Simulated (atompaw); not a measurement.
# Pb: the cost of one run

The numbers are computed with atompaw 4.2.0.5 (PBE, scalar-relativistic, spin-unpolarised reference atom).

## (1) Settings

The settings as typed:

| Quantity | Value |
| --- | --- |
| element | lead (Pb, Z = 82) |
| type | PAW |
| frozen core | [Kr] 4d10 4f14 |
| valence charge | 22 |
| reference configuration | 5s2 5p6 5d10 6s2 6p2 |
| partial waves | 5s (bound): rc 1.60 bohr; 6s (bound): rc 1.25 bohr; 5p (bound): rc 1.45 bohr; 6p (bound): rc 1.65 bohr; 5d (bound): rc 2.40 bohr; 5d channel at -1.1 Ry: rc 2.40 bohr |
| local potential | troulliermartins scheme with l = 3 at 0 Ry, radius 2.15 bohr |
| core correction | smooth core density matched at 2.15 bohr |
| augmentation charge | gaussian compensation charge, radius 2.25 bohr; PAW radius 2.40 bohr; waves and projectors: custom polynom2 7 10 vanderbiltortho |

## (2) Generation

The input, Pb.input:

```
Pb 82
GGA-PBE scalarrelativistic loggrid 2001 logderivrange -13 5 451
6 6 5 4 0 0
6 1 2
0 0 0
c
c
c
c
v
v
c
c
c
v
v
c
c
v
c
2
2.40 2.25 2.15 2.15
n
n
y
-1.1
n
custom polynom2 7 10 vanderbiltortho gaussian
3 0 troulliermartins
1.60
1.25
1.45
1.65
2.40
2.40
PWSCFOUT
UPFDX 0.0125d0 UPFXMIN -7.d0 UPFZMESH 82.d0
END
```

The run is started by

```
$ atompaw < Pb.input > Pb.log
```

**Question.** How long does this run take on 1 thread of Intel Xeon Platinum 8488C, shared host?

About 16 s.
